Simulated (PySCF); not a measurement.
# Aluminium: the same states on changed settings

An exercise on one series of results from a longer session: the logs are not shown, and one member is left open.

Program: PySCF 2.14.0. Level of theory: unrestricted determinants in a Gaussian basis, no spin-orbit coupling in the energies. These are calculated values, not measurements, unless marked.

## The system

| Item | Value |
| --- | --- |
| Element | aluminium (Z = 13) |
| Basis | jorge-DZP-DKH (7s4p1d, 24 functions) |
| Hamiltonian | scalar relativity by spin-free X2C-1e |
| State 1 | Al: [Ne] 3s2 3p1, 2P determinant |
| State 2 | Al⁺: [Ne] 3s2, closed-shell 1S |
| Methods | UHF, TPSS, r2SCAN, MP2, CCSD(T) |
| Core shells frozen in the correlated runs | valence: [Ne] (for Al) |

Outer shells as boxes (Hund's rule):

Al [Ne] 3s2 3p1
```
[Ne] core
3s [↑↓]
3p [↑ ][  ][  ]
```

Al+ [Ne] 3s2
```
[Ne] core
3s [↑↓]
```

The sound run (jorge-DZP-DKH, the spin-free X2C one-electron Hamiltonian (Gaussian nucleus), symmetry-adapted start, fine grid, valence correlation) gave:

```
species             method  energy (hartree)
     Al                UHF        -242.30642
     Al               TPSS        -242.81550
     Al             r2SCAN        -242.76590
     Al      MP2 (valence)        -242.33766
     Al  CCSD(T) (valence)        -242.35460
    Al⁺                UHF        -242.10170
    Al⁺               TPSS        -242.58991
    Al⁺             r2SCAN        -242.53961
    Al⁺      MP2 (valence)        -242.12714
    Al⁺  CCSD(T) (valence)        -242.14021
```

One driver process ran all states and methods and kept the integrals in memory. Each run is shown as a PySCF script that sums up its settings (the driver passes frozen orbitals as a list and adds second-order terms of double hybrids); the logs are those of the runs themselves.

The first run:

The driver's launch:

```sh
> OMP_NUM_THREADS=1 python atomrun2.py TASK.json OUT
```

input.py

```python
from pyscf import gto, scf, dft, mp, cc
import basis_set_exchange as bse
mol = gto.M(atom="Al 0 0 0", charge=0, spin=1, symmetry="D2h",
            basis=gto.basis.parse(bse.get_basis("jorge-DZP-DKH", elements=["Al"], fmt="nwchem", header=False)),
            nucmod="G")
mf = scf.UHF(mol).sfx2c1e()
mf.irrep_nelec = {'Ag': (3, 3), 'B1u': (1, 1), 'B2u': (2, 1), 'B3u': (1, 1)}
mf.init_guess = "minao"
mf.max_cycle = 50
mf.kernel()
```

Among the steps run: Changed run, Al, method by method; Changed run, Al⁺, method by method.

One of the session's tables, all rows but one given; the rest of the session is left out.

Ionisation energy of Al:

| method | sound run (eV) |
| --- | --- |
| UHF | 5.571 |
| TPSS | 6.138 |
| r2SCAN | 6.158 |
| MP2 | 5.728 |
| SCS-MP2 | 5.710 |
| CCSD | 5.814 |
| CCSD(T) | ? |

**Question.** Estimate the row for CCSD(T).

As computed: sound run (eV): 5.834. In the column «sound run (eV)» it lies between CCSD (5.814) and TPSS (6.138).
